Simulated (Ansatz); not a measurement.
**AsH3Se (SMILES [AsH2][SeH]): functionals against CCSD(T) at one geometry**

Aim: energy, forces and dipole at a structure displaced at random from a GFN2-xTB minimum, from CCSD(T) and from density functionals.

Computed with Ansatz 0.2.0, Gaussian basis. Level: single points in def2-TZVPP.

Correlated methods freeze the cores. Filled d shells of the heavier atoms are correlated.

## (1) Where the work starts

5 atoms, charge 0, spin multiplicity 1.

Atoms are counted from 1 here; the program's logs count them from 0.

Bond lengths: As1–Se2 2.590 Å, As1–H3 1.747 Å, As1–H4 1.592 Å, Se2–H5 1.535 Å. Angles: Se2–As1–H3 85.4°, Se2–As1–H4 89.0°, H3–As1–H4 74.7°, As1–Se2–H5 94.6°.

Geometry (Å):

```xyz
5
charge 0, multiplicity 1
As   -0.28600   -0.91250    0.41950
Se    0.78180    1.39040   -0.09240
H    -0.15200   -1.19780   -1.29870
H    -1.65360   -0.38380   -0.20170
H     1.65390    1.40520    1.17110
```

## (2) CCSD(T)/def2-TZVPP

run/in.yaml

```yaml
crystal:
  periodic: [false, false, false]
  atoms:
    - {symbol: As, position_ang: [-0.286000, -0.912500, 0.419500]}
    - {symbol: Se, position_ang: [0.781800, 1.390400, -0.092400]}
    - {symbol: H, position_ang: [-0.152000, -1.197800, -1.298700]}
    - {symbol: H, position_ang: [-1.653600, -0.383800, -0.201700]}
    - {symbol: H, position_ang: [1.653900, 1.405200, 1.171100]}
basis:
  gaussian: {orbitals: def2-TZVPP}
correlation: {method: ccsd_t}
output: {forces: true}
```

The command line of these runs was not kept.

## (3) PBE0-D4/def2-TZVPP

run/in.yaml: that of step 2 with these lines changed.

```diff
@@ -10,3 +10,3 @@
   gaussian: {orbitals: def2-TZVPP}
-correlation: {method: ccsd_t}
-output: {forces: true}
+hamiltonian: {xc: pbe0, dispersion: d4}
+output: {forces: true, orbitals: {seedname: orbitals}}
```

## (4) wB97M-V/def2-TZVPP

run/in.yaml: that of step 3 with these lines changed.

```diff
@@ -10,3 +10,3 @@
   gaussian: {orbitals: def2-TZVPP}
-hamiltonian: {xc: pbe0, dispersion: d4}
-output: {forces: true, orbitals: {seedname: orbitals}}
+hamiltonian: {xc: {name: wB97M-V}}
+output: {forces: true}
```

## (5) r2SCAN-D4/def2-TZVPP

run/in.yaml: that of step 4 with these lines changed.

```diff
@@ -10,3 +10,3 @@
   gaussian: {orbitals: def2-TZVPP}
-hamiltonian: {xc: {name: wB97M-V}}
+hamiltonian: {xc: r2scan, dispersion: d4}
 output: {forces: true}
```

## (6) PBE-D4/def2-TZVPP

run/in.yaml: that of step 5 with these lines changed.

```diff
@@ -10,3 +10,3 @@
   gaussian: {orbitals: def2-TZVPP}
-hamiltonian: {xc: r2scan, dispersion: d4}
+hamiltonian: {xc: pbe, dispersion: d4}
 output: {forces: true}
```

## (7) wB97X-V/def2-TZVPP

run/in.yaml: that of step 6 with these lines changed.

```diff
@@ -10,3 +10,3 @@
   gaussian: {orbitals: def2-TZVPP}
-hamiltonian: {xc: pbe, dispersion: d4}
+hamiltonian: {xc: {name: wB97X-V}}
 output: {forces: true}
```

## (8) B97M-V/def2-TZVPP

run/in.yaml: that of step 7 with these lines changed.

```diff
@@ -10,3 +10,3 @@
   gaussian: {orbitals: def2-TZVPP}
-hamiltonian: {xc: {name: wB97X-V}}
+hamiltonian: {xc: {name: B97M-V}}
 output: {forces: true}
```

(Steps that only read results are left out.)

Q: Predict the outcome of this session. Wanted: energy less free atoms, CCSD(T)/def2-TZVPP; RMS force component; RMS force error; HOMO and LUMO, PBE0-D4; T1 diagnostic.

**Answer**, as computed:

| quantity | value |
| --- | --- |
| energy less free atoms, CCSD(T)/def2-TZVPP | -251.9 kcal/mol |
| RMS force component | 1.182 to 1.545 eV/Å over the methods |
| RMS force error | PBE0-D4 0.042, wB97M-V 0.099, r2SCAN-D4 0.037, PBE-D4 0.231, wB97X-V 0.162, B97M-V 0.036 eV/Å |
| HOMO and LUMO, PBE0-D4 | -6.72 and -1.96 eV |
| T1 diagnostic | 0.011 |

In words: Against CCSD(T) the functionals' energies less atoms differ by -16.9 to -5.8 kcal/mol, PBE-D4 by -16.9 kcal/mol. A larger basis would deepen the CCSD(T) value, while the functionals are nearly converged already, so the order here is not reliable. The forces of B97M-V come nearest to CCSD(T), those of PBE-D4 are farthest. Frozen-core CCSD(T) forces in triple zeta carry basis errors of their own, and this is one geometry, so small gaps rank nothing.
